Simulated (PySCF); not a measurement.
**Solver options tried on RuF4⁻ (quartet)**

The same problem is solved with other solver options, one edit a run.

The runs use PySCF 2.14.0; each script names its method and basis.

2 further runs of the same task are left out: 1 for a known fault of the program, 1 that didn't finish.

## Step 1: Where the work starts

RuF4⁻ (quartet): 5 atoms, charge -1, spin multiplicity 4.

Bond lengths: Ru1–F2 1.931 Å, Ru1–F3 1.931 Å, Ru1–F4 1.931 Å, Ru1–F5 1.931 Å. Angles: F2–Ru1–F3 170.6°, F2–Ru1–F4 90.4°, F2–Ru1–F5 90.4°, F3–Ru1–F4 90.4°, F3–Ru1–F5 90.4°, F4–Ru1–F5 170.6°.

As a file:

| atom | x (Å) | y (Å) | z (Å) |
| --- | --- | --- | --- |
| Ru1 | 0.0000 | 0.0000 | 0.0000 |
| F2 | 1.9246 | 0.0001 | 0.1584 |
| F3 | -1.9246 | -0.0001 | 0.1584 |
| F4 | -0.0001 | 1.9246 | -0.1583 |
| F5 | 0.0001 | -1.9245 | -0.1586 |

## Step 2: The run that the others are compared with

File input.py:

```python
from pyscf import gto, scf, mp

mol = gto.M(
    atom='Ru 0 0 0; F 1.9246 0.0001 0.1584; F -1.9246 -0.0001 0.1584; F -0.0001 1.9246 -0.1583; F 0.0001 -1.9245 -0.1586',
    basis='def2-svp',
    ecp={'Ru': 'def2-svp'},
    charge=-1,
    spin=3,
    verbose=3,
)
mf = scf.UHF(mol)
mf = mf.newton()
mf.kernel()
mp.MP2(mf, frozen=4).kernel()
mf.dip_moment()
print('orbital energies (hartree):', [e[max(0, n-3):n+3].round(4) for e, n in zip(mf.mo_energy, mol.nelec)])
```

On the command line:

```
> OMP_NUM_THREADS=1 python input.py
```

Its log is not repeated here.

Base result: E(SCF) = -491.679782 Eh, E(MP2) − E(SCF) = -1.07142 Eh, ⟨S²⟩ = 3.765.

The dipole of an ion depends on the origin. No search for the lowest state was made; open d or f shells can end in a higher solution. The quartet is typed in the script; nothing here shows that it is the ground state.

## Step 3: Cycle limit 200

Edit 1 changes cycle limit: 50 → 200.

File input.py:

```python
from pyscf import gto, scf, mp

mol = gto.M(
    atom='Ru 0 0 0; F 1.9246 0.0001 0.1584; F -1.9246 -0.0001 0.1584; F -0.0001 1.9246 -0.1583; F 0.0001 -1.9245 -0.1586',
    basis='def2-svp',
    ecp={'Ru': 'def2-svp'},
    charge=-1,
    spin=3,
    verbose=3,
)
mf = scf.UHF(mol)
mf.max_cycle = 200
mf = mf.newton()
mf.kernel()
mp.MP2(mf, frozen=4).kernel()
mf.dip_moment()
print('orbital energies (hartree):', [e[max(0, n-3):n+3].round(4) for e, n in zip(mf.mo_energy, mol.nelec)])
```

On the command line:

```
> OMP_NUM_THREADS=1 python input.py
```

## Step 4: Convergence threshold 1e-05 hartree

Edit 2 changes convergence threshold: default → 1e-05 hartree.

input.py, as its differences from that of step 2:

```diff
@@ -11,2 +11,3 @@
 mf = scf.UHF(mol)
+mf.conv_tol = 1e-05
 mf = mf.newton()
```

What does the calculation give? Wanted: for each run, E(SCF); from base; after the SCF.

As calculated:

| run | E(SCF) (hartree) | from base (eV) | after the SCF |
| --- | --- | --- | --- |
| base | -491.679782 | 0 | MP2 correlation -29.155 eV, core frozen |
| cycle limit 200 | -491.679782 | 0.0000 | MP2 correlation -29.155 eV, core frozen |
| convergence threshold 1e-05 hartree | -491.679781 | 0.0000 | MP2 correlation -29.155 eV, core frozen |

**Reading.** With cycle limit 200 or convergence threshold 1e-05 hartree the SCF ends at the base energy.
